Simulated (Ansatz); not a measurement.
# NbSi (Fm-3m) in Ansatz: notebook

One crystal, NbSi, is run at these levels: LDA+U; tasks: projected density of states.

Everything below comes from runs of Ansatz 0.2.0. Logs are shortened: lines on timing, memory, paths and dates and some standing lists are left out, and cuts for length are marked.

### Step 1. The structure

It takes space group Fm-3m (No. 225, cubic). Conventional cell: a = 5.148 Å, b = 5.148 Å, c = 5.148 Å, α = 90.00°, β = 90.00°, γ = 90.00°. Nb (site symmetry m-3m) is surrounded by 6 Si at 2.57 Å. Si (site symmetry m-3m) is surrounded by 6 Nb at 2.57 Å.

The cell was built by a generator and needn't be a form met in nature.

### Step 2. Projected density of states, LDA+U

Input file input.yaml:

```yaml
crystal:
  lattice:
    - [0.0, 2.57383, 2.57383]
    - [2.57383, 0.0, 2.57383]
    - [2.57383, 2.57383, 0.0]
  atoms:
    - { symbol: Nb, position: [0.0, 0.0, 0.0] }
    - { symbol: Si, position: [0.5, 0.5, 0.5] }
hamiltonian:
  xc: lda
  pseudopotentials: { kind: paw }
  hubbard: { sites: [{ species: Nb, l: d, u_eff: 4.0 }] }
kpoints:
  mp_grid: { grid: [9, 9, 9] }
scf:
  occupations: { method: fermi_dirac, width: 0.05 }
  n_extra_bands: 6
output:
  forces: true
  stress: true
  eigenvalues: true
  dos: { projected: true, de: 0.05, nscf_kmesh: { grid: [14, 14, 14] } }
  write_density: true
  write_potential: true
  elf: true
  volumetric_format: npy
```

Potentials or basis: Ansatz PAW.

The run is started by

```bash
$ ansatz run input.yaml --threads 2 --pin off --max-ram 5632MiB --backend cpu --events-out ev --progress --plain --runs-dir out
```

Log:

```text
Warning: RAYON_NUM_THREADS=2 ignored (pool sized by the plan → 2); use --threads N
Nb: projections on atomic orbitals take those of the free atom [Ar 3d10] 4s2 4p6 4d4 5s1, of charge +0.00 (hamiltonian.pseudopotentials.projection_atoms); the dataset's partial waves leave at most 4.9e-6 of an orbital's norm unspanned inside its sphere
Si: projections on atomic orbitals take those of the free atom [Ne] 3s2 3p2, of charge +0.00 (hamiltonian.pseudopotentials.projection_atoms); the dataset's partial waves leave at most 6.1e-8 of an orbital's norm unspanned inside its sphere
scf.n_extra_bands = 6 over 9 filled bands (N_el = 17.0): the run solves 15 bands
Engine: ansatz 0.2.0, aarch64-unknown-linux-gnu
Pseudopotentials: kind: paw
Pseudopotential: Nb, paw, valence charge 13, recommended cutoff 420 eV (normal), Nb.paw.azcp
Pseudopotential: Si, paw, valence charge 4, recommended cutoff 420 eV (normal), Si.paw.azcp
Functional definition: SPW92
  exchange = slater_x
  correlation = pw_c
Crystal: 2 atoms, lattice volume = 34.101 Å³
Basis set: ecut = 420 eV, 645 PW (Γ)
Bands: 15, of which v1, the nominal top of the filled ones, is band 9 counted from 1 (8 counted from 0)
Symmetry: 48 space group operations
Space group: Fm-3m (ITA 225), of the structure as read, at distance tolerance 3.2e-5 Å
k-points: 35 of 729
Non-local potential: Nb, projectors of the file, l = 0: 3, l = 1: 2, l = 2: 2, l = 3: 1
Non-local potential: Si, projectors of the file, l = 0: 2, l = 1: 2, l = 2: 2
PAW form: soft (Blöchl's): semilocal exchange-correlation on the pseudo side does not see the compensation charge
PAW frozen core: Nb, regenerated for the run's functional, and the local potential with it (the file was generated under x = pbe(κ = 0.804, μ = 0.2195149727645171), c = pbe(β = 0.06672455060314922))
PAW frozen core: Si, regenerated for the run's functional, and the local potential with it (the file was generated under x = pbe(κ = 0.804, μ = 0.2195149727645171), c = pbe(β = 0.06672455060314922))
PAW one-centre angular grid: Nb, 590 points (default); XC on 64 Gauss nodes
PAW one-centre angular grid: Si, 110 points (default); XC on 64 Gauss nodes
Initial density: superposition of atomic densities (chi_scale 0.1, normalization cell, long waves kept (reshape's long-wave potential 0.00 eV rms))
Initial wavefunctions: pseudopotential atomic-orbital guess
Functional: x = slater, c = lda
SCF iter   1: F=—  HF=-5048.132695 eV  |F-HF|=—  |Δ(HF+E_count)|=         —  Δρ=8.97e-2  dr2=4.72e0  ethr=3.10e-3  ⟨swp⟩=5.3  Hψ=2966  notcnv=0
preconditioner: auto → none  [metal: Δε(μ)=0.083 eV  Ē_g=9.091 eV  σ=0.050 eV  W_gap=0.39  n_scr=8 (ndim 8)  ℏωp=19.1 eV  f_vac=0.000  D(μ)=1.78/eV (n_scr^D=14)  sad-step TF]
SCF iter   2: F=—  HF=-5046.925164 eV  |F-HF|=—  |Δ(HF+E_count)|=    1.21e0  Δρ=3.64e-2  dr2=6.01e-1  ethr=3.10e-3  ⟨swp⟩=3.1  Hψ=1257  notcnv=0  defer=46
SCF iter   3: F=—  HF=-5046.891547 eV  |F-HF|=—  |Δ(HF+E_count)|=   3.36e-2  Δρ=1.19e-2  dr2=4.49e-2  ethr=3.10e-3  ⟨swp⟩=2.1  Hψ=817  notcnv=0  defer=46
SCF iter   4: F=—  HF=-5046.918874 eV  |F-HF|=—  |Δ(HF+E_count)|=   2.73e-2  Δρ=2.95e-3  dr2=1.88e-3  ethr=2.64e-4  ⟨swp⟩=3.1  Hψ=1179  notcnv=0  defer=41
SCF iter   5: F=—  HF=-5046.921540 eV  |F-HF|=—  |Δ(HF+E_count)|=   2.67e-3  Δρ=1.05e-3  dr2=4.01e-4  ethr=1.10e-5  ⟨swp⟩=2.1  Hψ=733  notcnv=0  defer=39
SCF iter   6: F=—  HF=-5046.921503 eV  |F-HF|=—  |Δ(HF+E_count)|=   3.71e-5  Δρ=1.40e-4  dr2=7.41e-6  ethr=2.36e-6  ⟨swp⟩=2.3  Hψ=671  notcnv=0  defer=39
SCF iter   7: F=—  HF=-5046.921502 eV  |F-HF|=—  |Δ(HF+E_count)|=   8.79e-7  Δρ=1.41e-5  dr2=9.04e-8  ethr=5.88e-10  ⟨swp⟩=11.6  Hψ=3716  notcnv=0
SCF iter   8: F=-5046.921503 eV  HF=-5046.921503 eV  |F-HF|=4.27e-11  |Δ(HF+E_count)|=   4.74e-8  Δρ=9.06e-7  dr2=2.17e-10  ethr=5.32e-10  ⟨swp⟩=5.5  Hψ=2568  notcnv=0
SCF 1 converged in 8 iterations: F = -5046.921503 eV  dr2 = 2.17e-10
NSCF: frozen V_eff on 104 k-points
SCF converged after 8 iterations
Free energy (F): -5046.921503 eV
Harris-Foulkes:  -5046.921503 eV  (|F-HF|=4.27e-11)
Internal energy: -5046.914512 eV  (E = F + TS)
E sigma→0 (E₀):  -5046.918007 eV
Entropy (-TS):   -0.006991 eV (-3.495 meV/atom)
Fermi energy:    13.989390 eV
--- Per-component energies (eV) ---
  E_band       = -100.571656
  E_kinetic    = 435.974561
  E_local      = -913.385601  (includes V_loc(G=0)·N_el)
  E_nonlocal   = 152.043280
  E_hartree    = 299.074609
  E_xc         = -229.716323
  E_vxc        = -260.340387  (∫ρ·V_xc dr)
  E_hubbard    = 4.746711  (on-site DFT+U / exact-exchange correction)
  E_vhub       = 0.576397  (the Hubbard potential's part of the band-sum identity)
  E_paw        = -3451.306490  (= ΣΔE_a)
  E_vpaw       = -113.588691  (= ΣTr[D̂ρ^β])
  E_aug_tail   = 0.000014  (compensation charges beyond the density's cutoff)
  E_ewald      = -1344.855298
  E_core_change = 0.510025  (= ΣΔE_core)
  E_smearing   = -0.006991  (= −TS)
  E_closure    = -0.000000  (closes the sum)
  Σ components = -5046.921503   (vs F -5046.921503, Δ=0.00e0)
--- Forces (eV/Å), atoms counted from 1 ---
  atom   1  Nb    -0.00000000    -0.00000000    -0.00000000
  atom   2  Si     0.00000000    -0.00000000     0.00000000
  max |Σ_I F_I| component: 2.30e-31 eV/Å
--- Stress (GPa, compression-positive) ---
       -5.588376       0.000000       0.000000
        0.000000      -5.588376      -0.000000
        0.000000       0.000000      -5.588376
  P = ⅓ Tr σ = -5.5884 GPa (-55.884 kbar)
--- Band table (eV; the first three rows and the last of 35) ---
  k-point 0: bands = ["-41.4676", "-17.5413", "-17.5413", "-17.5413", "3.1066", "12.7452", "12.7452", "12.9389", "12.9389", "12.9389", "16.1789", "16.1789", "16.1789", "22.0325", "23.0406"]
  k-point 1: bands = ["-41.4656", "-17.5664", "-17.5445", "-17.5445", "3.3432", "12.2875", "12.2875", "12.4609", "13.1134", "13.1134", "15.9780", "16.9354", "16.9354", "22.3942", "23.6643"]
  k-point 2: bands = ["-41.4599", "-17.6295", "-17.5525", "-17.5525", "4.0248", "11.2608", "11.4758", "11.4758", "13.6814", "13.6814", "15.7492", "18.5246", "18.5246", "21.9119", "24.6973"]
  k-point 34: bands = ["-41.4456", "-17.6854", "-17.6591", "-17.6150", "5.8532", "9.9999", "10.5120", "10.8372", "15.1905", "15.3194", "15.9382", "16.3323", "17.5696", "23.1411", "23.6865"]
Occupation matrices written to <dir>
```

Run time: 2.1 s. Hardware: 2 threads of Arm Neoverse V2, shared host; peak memory 0.31 GiB.

What came out:

| Quantity | Value |
| --- | --- |
| Free energy | -5046.9215 eV |
| Pressure | -5.6 GPa |
| Band gap on the k mesh | none (metal or under the smearing width) |
| Density of states at the Fermi level | 1.43 states/eV per cell |

States per cell in windows of 1 eV (zero at the Fermi level; states under -8 eV left out):
| from (eV) | total | Nb 4d | Si 3p | Si 3s | Nb 5s | Nb 4p | Nb 4s |
| --- | --- | --- | --- | --- | --- | --- | --- |
| -8.0 | 0.32 | 0.07 | 0.01 | 0.22 | 0.01 | 0.01 | 0.00 |
| -7.0 | 0.00 | 0.00 | 0.00 | 0.00 | 0.00 | 0.00 | 0.00 |
| -6.0 | 0.31 | 0.11 | 0.14 | 0.01 | 0.03 | 0.00 | 0.01 |
| -5.0 | 1.18 | 0.44 | 0.58 | 0.04 | 0.08 | 0.02 | 0.02 |
| -4.0 | 2.63 | 1.45 | 1.08 | 0.04 | 0.01 | 0.04 | 0.00 |
| -3.0 | 1.47 | 0.99 | 0.44 | 0.01 | 0.00 | 0.01 | 0.00 |
| -2.0 | 0.42 | 0.30 | 0.11 | 0.00 | 0.00 | 0.00 | 0.00 |
| -1.0 | 1.00 | 0.74 | 0.21 | 0.01 | 0.01 | 0.01 | 0.00 |
| 0.0 | 1.65 | 1.29 | 0.22 | 0.04 | 0.04 | 0.00 | 0.00 |
| 1.0 | 1.65 | 1.34 | 0.15 | 0.05 | 0.07 | 0.00 | 0.00 |
| 2.0 | 2.25 | 1.34 | 0.53 | 0.11 | 0.19 | 0.00 | 0.00 |
| 3.0 | 1.31 | 0.50 | 0.55 | 0.08 | 0.08 | 0.01 | 0.00 |
| 4.0 | 1.01 | 0.27 | 0.36 | 0.08 | 0.04 | 0.00 | 0.00 |
| 5.0 | 0.93 | 0.20 | 0.27 | 0.09 | 0.02 | 0.00 | 0.00 |
| 6.0 | 0.70 | 0.08 | 0.12 | 0.06 | 0.06 | 0.00 | 0.00 |
| 7.0 | 1.13 | 0.10 | 0.17 | 0.06 | 0.12 | 0.00 | 0.01 |

Eigenvalues of the final occupation matrices:
```
  site  spin  trace               eigenvalues
site 1     1   2.23  0.37 0.37 0.37 0.57 0.57
```

Caveat: U without spin polarisation on a metal has little footing; the PAW data sets come from PBE, with cores solved anew for the run's functional, which leaves a small shift of forces and pressure; the U is typed as a test and isn't derived for this compound; the density of states is complete only up to the lowest level of the last band computed.

### Step 3. Projected density of states, LDA+U

Changes to input.yaml since step 2:

```diff
@@ -11,3 +11,3 @@
   pseudopotentials: { kind: paw }
-  hubbard: { sites: [{ species: Nb, l: d, u_eff: 4.0 }] }
+  hubbard: { sites: [{ species: Nb, l: d, u_eff: 5.0 }] }
 kpoints:
@@ -22,5 +22 @@
   dos: { projected: true, de: 0.05, nscf_kmesh: { grid: [14, 14, 14] } }
-  write_density: true
-  write_potential: true
-  elf: true
-  volumetric_format: npy
```

Potentials or basis: Ansatz PAW.

The run is started by

```bash
$ ansatz run input.yaml --threads 2 --pin off --max-ram 5632MiB --backend cpu --events-out ev --progress --plain --runs-dir out
```

Log:

```text
Warning: RAYON_NUM_THREADS=2 ignored (pool sized by the plan → 2); use --threads N
Nb: projections on atomic orbitals take those of the free atom [Ar 3d10] 4s2 4p6 4d4 5s1, of charge +0.00 (hamiltonian.pseudopotentials.projection_atoms); the dataset's partial waves leave at most 4.9e-6 of an orbital's norm unspanned inside its sphere
Si: projections on atomic orbitals take those of the free atom [Ne] 3s2 3p2, of charge +0.00 (hamiltonian.pseudopotentials.projection_atoms); the dataset's partial waves leave at most 6.1e-8 of an orbital's norm unspanned inside its sphere
scf.n_extra_bands = 6 over 9 filled bands (N_el = 17.0): the run solves 15 bands
[... 7 set-up lines as earlier in the session ...]
Crystal: 2 atoms, lattice volume = 34.101 Å³
Basis set: ecut = 420 eV, 645 PW (Γ)
Bands: 15, of which v1, the nominal top of the filled ones, is band 9 counted from 1 (8 counted from 0)
[... 1 set-up line as earlier in the session ...]
[... 45 lines left out ...]
  E_core_change = 0.510025  (= ΣΔE_core)
  E_smearing   = -0.009065  (= −TS)
  E_closure    = 0.000000  (closes the sum)
  Σ components = -5045.741787   (vs F -5045.741787, Δ=0.00e0)
--- Forces (eV/Å), atoms counted from 1 ---
  atom   1  Nb    -0.00000000    -0.00000000    -0.00000000
  atom   2  Si     0.00000000    -0.00000000     0.00000000
  max |Σ_I F_I| component: 3.94e-31 eV/Å
--- Stress (GPa, compression-positive) ---
       -4.900832      -0.000000       0.000000
       -0.000000      -4.900832      -0.000000
       -0.000000      -0.000000      -4.900832
  P = ⅓ Tr σ = -4.9008 GPa (-49.008 kbar)
--- Band table (eV; the first three rows and the last of 35) ---
  k-point 0: bands = ["-41.4610", "-17.5354", "-17.5354", "-17.5354", "3.1135", "12.6169", "12.6169", "13.1311", "13.1311", "13.1311", "16.1919", "16.1919", "16.1919", "22.0233", "23.0475"]
  k-point 1: bands = ["-41.4589", "-17.5604", "-17.5385", "-17.5385", "3.3503", "12.1969", "12.1969", "12.6269", "13.2770", "13.2770", "16.0147", "16.9395", "16.9395", "22.3876", "23.6717"]
  k-point 2: bands = ["-41.4531", "-17.6236", "-17.5466", "-17.5466", "4.0334", "11.3798", "11.4091", "11.4091", "13.8306", "13.8306", "15.8253", "18.5214", "18.5214", "21.9192", "24.6962"]
  k-point 34: bands = ["-41.4389", "-17.6793", "-17.6529", "-17.6094", "5.8036", "10.0354", "10.6058", "10.8005", "15.3208", "15.3692", "15.9595", "16.5028", "17.5330", "23.1437", "23.6912"]
Occupation matrices written to <dir>
```

pdos.tsv:

```text
# format = ansatz-pdos/7
# projection_atom_Nb: [Ar 3d10] 4s2 4p6 4d4 5s1
# projection_atom_Si: [Ne] 3s2 3p2
[... 4899 lines left out ...]
-15.825946	0.000000e0	0.000000e0	0.000000e0	0.000000e0	0.000000e0	0.000000e0
-15.775946	0.000000e0	0.000000e0	0.000000e0	0.000000e0	0.000000e0	0.000000e0
-15.725946	0.000000e0	0.000000e0	0.000000e0	0.000000e0	0.000000
```

It took 2.1 s on 2 threads of Arm Neoverse V2, shared host; peak memory 0.28 GiB.

Results:

```
Free energy                          : -5045.7418 eV
Pressure                             : -4.9 GPa
Band gap on the k mesh               : none (metal or under the smearing width)
Density of states at the Fermi level : 1.39 states/eV per cell
```

Levels at points of the mesh, in eV from the Fermi level:
| k point | band 5 | band 6 | band 7 | band 8 | band 9 | band 10 | band 11 | band 12 | band 13 | band 14 |
| --- | --- | --- | --- | --- | --- | --- | --- | --- | --- | --- |
| (0.00, 0.00, 0.00) | -10.97 | -1.47 | -1.47 | -0.96 | -0.96 | -0.96 | 2.10 | 2.10 | 2.10 | 7.93 |

States per cell in windows of 1 eV (zero at the Fermi level; states under -8 eV left out):
```
from (eV)  total  Nb 4d  Si 3p  Si 3s  Nb 5s  Nb 4p  Nb 4s
     -8.0   0.26   0.05   0.01   0.18   0.01   0.01   0.00
     -7.0   0.00   0.00   0.00   0.00   0.00   0.00   0.00
     -6.0   0.28   0.09   0.13   0.01   0.03   0.00   0.01
     -5.0   1.20   0.44   0.60   0.04   0.09   0.02   0.02
     -4.0   2.62   1.41   1.10   0.04   0.01   0.04   0.00
     -3.0   1.49   1.01   0.43   0.01   0.00   0.01   0.00
     -2.0   0.39   0.29   0.10   0.00   0.00   0.00   0.00
     -1.0   0.90   0.66   0.20   0.01   0.01   0.00   0.00
      0.0   1.58   1.21   0.23   0.04   0.04   0.00   0.00
      1.0   1.67   1.37   0.15   0.05   0.05   0.00   0.00
      2.0   2.34   1.44   0.49   0.12   0.21   0.00   0.00
      3.0   1.38   0.56   0.57   0.08   0.07   0.01   0.00
      4.0   1.03   0.28   0.37   0.08   0.04   0.00   0.00
      5.0   0.92   0.19   0.27   0.08   0.02   0.00   0.00
      6.0   0.70   0.08   0.12   0.06   0.06   0.00   0.00
      7.0   1.12   0.10   0.17   0.06   0.12   0.00   0.01
```

Eigenvalues of the final occupation matrices:
```csv
site,spin,trace,eigenvalues
site 1,1,2.22,0.35 0.35 0.35 0.58 0.58
```

Caveat: U without spin polarisation on a metal has little footing; the PAW data sets come from PBE, with cores solved anew for the run's functional, which leaves a small shift of forces and pressure; the U is typed as a test and isn't derived for this compound; the density of states is complete only up to the lowest level of the last band computed.

(Continued in part 2 of 2.)
